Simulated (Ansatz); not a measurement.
Runs of Ansatz 0.2.0 on TaVN2. Symmetry: P4/mmm, No. 123, tetragonal system. Conventional cell: a = 3.050 Å, b = 3.050 Å, c = 4.296 Å, α = 90.00°, β = 90.00°, γ = 90.00°. Around Ta (site symmetry 4/mmm) lie 6 N at 2.15 to 2.16 Å. V (site symmetry 4/mmm) is surrounded by 6 N at 2.15 to 2.16 Å. N (site symmetry 4/mmm) has 2 V at 2.15 Å and 4 Ta at 2.16 Å as nearest neighbours. N (site symmetry 4/mmm) is surrounded by 2 Ta at 2.15 Å and 4 V at 2.16 Å. The cell comes from a database or a generator and needn't be the stable form of this composition.

| task | level | cell | cutoff (eV) | gap on the mesh (eV) | pressure (GPa) | moment (μB) | relaxed volume (Å³/atom) |
| --- | --- | --- | --- | --- | --- | --- | --- |
| relaxation of cell and atoms | revPBE | relaxed | 420 | none | 0.0 | (a) | 10.10 |
| single point | PBE | as given | 420 | none | -0.8 | (b) | - |
| relaxation of cell and atoms | PBE | relaxed | 420 | none | 0.0 | 1.13 | 9.96 |
| relaxation of cell and atoms | PBEsol | relaxed | 420 | none | 0.0 | 0.60 | 9.62 |
| relaxation of cell and atoms | LDA | relaxed | 420 | none | 0.0 | 0.00 | 9.41 |
| relaxation of cell and atoms | RPBE | relaxed | 420 | none | 0.0 | 1.33 | 10.16 |
| relaxation of cell and atoms | r2SCAN | relaxed | 500 | none | 0.0 | 2.09 | 10.05 |

Alike in all rows: potentials or basis Ansatz PAW; spin collinear, ferromagnetic start; k mesh 9 × 9 × 6; smearing fermi-dirac 0.05 eV.

Question: Estimate the missing entries.

Answer: (a) 1.27; (b) 1.14.

Caveats: the plane-wave basis is chosen anew once the cell has moved, so the energies of steps on either side of that aren't comparable (some runs); the PAW data sets come from PBE, with cores solved anew for the run's functional, which leaves a small shift of forces and pressure (some runs); the potentials were made for another functional, which shifts forces and pressure (some runs); the magnetic or orbital state may not be the lowest (some runs).

A k mesh can miss the band edges, and the runs leave out spin-orbit coupling on Ta.

A gap of «none» marks a metal or a gap under the smearing width.

Not every run made on this cell is shown here.
